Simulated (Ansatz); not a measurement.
# HgP: the cost of one run

Program: Ansatz 0.2.0. Level of theory: DFT r²SCAN, scalar-relativistic, plane waves, PAW. These are calculated values, not measurements.

2 further runs of the same task are left out: 2 that didn't finish. Runs told in other sessions of the task aren't counted.

## Step 1: The structure to begin with

Symmetry: F-43m, No. 216, cubic system. Conventional cell: a = 5.823 Å, b = 5.823 Å, c = 5.823 Å, α = 90.00°, β = 90.00°, γ = 90.00°. Hg (site symmetry -43m) is surrounded by 4 P at 2.52 Å. P (site symmetry -43m) is surrounded by 4 Hg at 2.52 Å.

As a file:

```cif
data_structure
_symmetry_space_group_name_H-M 'P 1'
_symmetry_Int_Tables_number 1
_cell_length_a 4.1175
_cell_length_b 4.1175
_cell_length_c 4.1175
_cell_angle_alpha 60.000
_cell_angle_beta 60.000
_cell_angle_gamma 60.000
_cell_volume 49.36
loop_
_atom_site_label
_atom_site_type_symbol
_atom_site_fract_x
_atom_site_fract_y
_atom_site_fract_z
_atom_site_occupancy
Hg1 Hg 0.00000 0.00000 0.00000 1
P1 P 0.25000 0.25000 0.25000 1
```

This cell comes from an earlier session at r²SCAN: 24.681 Å³/atom at 0.01 GPa, on a 10×10×10 mesh.

The changes: atom 2 (P) moved 0.2 Å along x; strain e6 = +0.02, atoms carried along; all atoms moved at random (σ = 0.03 Å), cell strained at random (1 %).

## Step 2: Atom 2 (P) moved 0.2 Å along x

The input, input.yaml:

```yaml
crystal:
  lattice:
    - [0.0, 2.9115454995, 2.9115454995]
    - [2.9115454995, 0.0, 2.9115454995]
    - [2.9115454995, 2.9115454995, 0.0]
  atoms:
    - { symbol: Hg, position: [0.0, 0.0, 0.0] }
    - { symbol: P, position: [0.21565398, 0.28434602, 0.28434602] }
basis:
  ecutwfc: 500
  ecutrho_ratio: 4
kpoints:
  mp_grid: { grid: [10, 10, 10] }
hamiltonian:
  xc: r2scan
scf:
  occupations: { method: gaussian, width: 0.05 }
output:
  forces: true
  stress: true
  eigenvalues: true
  write_density: true
  write_potential: true
  elf: true
  volumetric_format: npy
```

Started as:

```bash
$ ansatz run input.yaml --threads 2 --pin off --max-ram 2662MiB --backend cpu --events-out ev --progress --plain --runs-dir out
```

**Question.** How long does this run take on 2 threads of Arm Neoverse V2, shared host, and how much memory does it need?

About 21 s, with a peak of 0.6 GiB.
